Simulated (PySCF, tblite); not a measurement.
# C7H13BO2: geometry, infrared bands and NMR shifts

Wanted: the infrared bands and NMR shifts of C7H13BO2 (`CB(C)[C@@H]1COCCC1=O`), by calculation.

Programs: tblite 0.8.0 and PySCF 2.14.0, with density-fitted response routines of our own. Each step states its level of theory. These are calculated values for one molecule in the gas phase, unless marked as measured. Atoms are numbered from 0 throughout.

### Step 1. Starting geometry

23 atoms, charge 0, multiplicity 1; geometry from: force field or distance geometry start.

Bonds of the start (Å): C0–B1 1.58, B1–C2 1.61, B1–C3 1.61, C3–C4 1.54, C4–O5 1.41, O5–C6 1.42, C6–C7 1.54, C7–C8 1.50, C8–O9 1.23, C8–C3 1.52, C0–H10 1.12, C0–H11 1.11, C0–H12 1.12, C2–H13 1.11, C2–H14 1.09, C2–H15 1.11, C3–H16 1.10, C4–H17 1.12, C4–H18 1.11, C6–H19 1.11, C6–H20 1.11, C7–H21 1.10, C7–H22 1.11.

### Step 2. Geometry optimisation with GFN2-xTB

Job settings and geometry (Å):

```
{"job": {"kind": "relax", "xc": "GFN2-xTB", "basis": "xTB"}, "charge": 0, "multiplicity": 1}
C     -2.844900     0.463500    -0.553400
B     -1.430900    -0.096200    -0.139000
C     -1.310100    -1.471600     0.691400
C     -0.106800     0.735100    -0.540700
C      0.829500    -0.093300    -1.434100
O      1.582500    -1.030100    -0.701800
C      2.510700    -0.343100     0.123200
C      1.798900     0.420200     1.250000
C      0.623400     1.184000     0.709500
O      0.203100     2.158800     1.327800
H     -3.666900    -0.208700    -0.206900
H     -2.905900     0.547900    -1.656000
H     -3.003700     1.471100    -0.091600
H     -2.323600    -1.892100     0.870300
H     -0.728300    -2.195700     0.111900
H     -0.830100    -1.281000     1.676300
H     -0.425600     1.628800    -1.101500
H      1.494800     0.586900    -2.017800
H      0.235200    -0.636500    -2.198300
H      3.159600     0.345900    -0.458600
H      3.185900    -1.087300     0.592700
H      2.511900     1.113200     1.730700
H      1.436700    -0.292900     2.026000
```

On the command line:

```sh
> OMP_NUM_THREADS=1 python probes_run.py task.json out
```

One launch serves the whole session: the jobs run in the order shown.

**Question.** This job is followed by: GFN2-xTB harmonic vibrations, gas phase; GIAO PBE0/pcSseg-1 NMR shielding, non-relativistic, gas phase. What will the session give for the following? strongest single infrared mode (GFN2-xTB); zero-point energy (GFN2-xTB); ¹³C shifts against TMS (PBE0/pcSseg-1, means over atoms taken as alike); ¹H shifts against TMS (PBE0/pcSseg-1, means over atoms taken as alike); ¹¹B shifts against BF3·OEt2 (PBE0/pcSseg-1); ¹⁷O shifts against H2O (PBE0/pcSseg-1); surface potential, 1st and 99th percentile.

As calculated:

```
                                                               quantity                                               value
                              strongest single infrared mode (GFN2-xTB)                               1755 cm⁻¹, 431 km/mol
                                           zero-point energy (GFN2-xTB)                                      119.5 kcal/mol
¹³C shifts against TMS (PBE0/pcSseg-1, means over atoms taken as alike)             207.6, 73.2, 72.0, 67.9, 48.6, 14.1 ppm
 ¹H shifts against TMS (PBE0/pcSseg-1, means over atoms taken as alike)  4.59, 4.50, 3.99, 3.84, 2.84, 2.14, 2.08, 1.15 ppm
                            ¹¹B shifts against BF3·OEt2 (PBE0/pcSseg-1)                                            88.3 ppm
                                 ¹⁷O shifts against H2O (PBE0/pcSseg-1)                                     672.7, 52.7 ppm
                                  surface potential, 1st and 99th percentile                                  -1.68 V and 1.21 V
```

What this shows: The optimisation took 161 steps and gained 0.340 eV; among the close pairs (by a distance rule), B1–C2 changed most, from 1.611 to 1.571 Å. All 63 modes are real, so the xTB geometry is a minimum. The strongest single mode, at 1755 cm⁻¹, moves mainly C8 and O9. GFN2-xTB is a fitted tight-binding method: band positions and strengths are rough. Its intensities can rank the bands wrongly. The most deshielded carbon is C8 (ketone carbonyl carbon), at 207.6 ppm: low-lying n→π* states of the double bond to the heteroatom give a large paramagnetic term (-271 ppm). At PBE0/pcSseg-1: The largest span, 1212 ppm, is at O9, where the paramagnetic term is -736 ppm. At PBE0/pcSseg-1, counted by nearest atom on the grid, the HOMO lies on O9 56 %; C3 11 %, the LUMO on B1 35 %; C8 18 %.
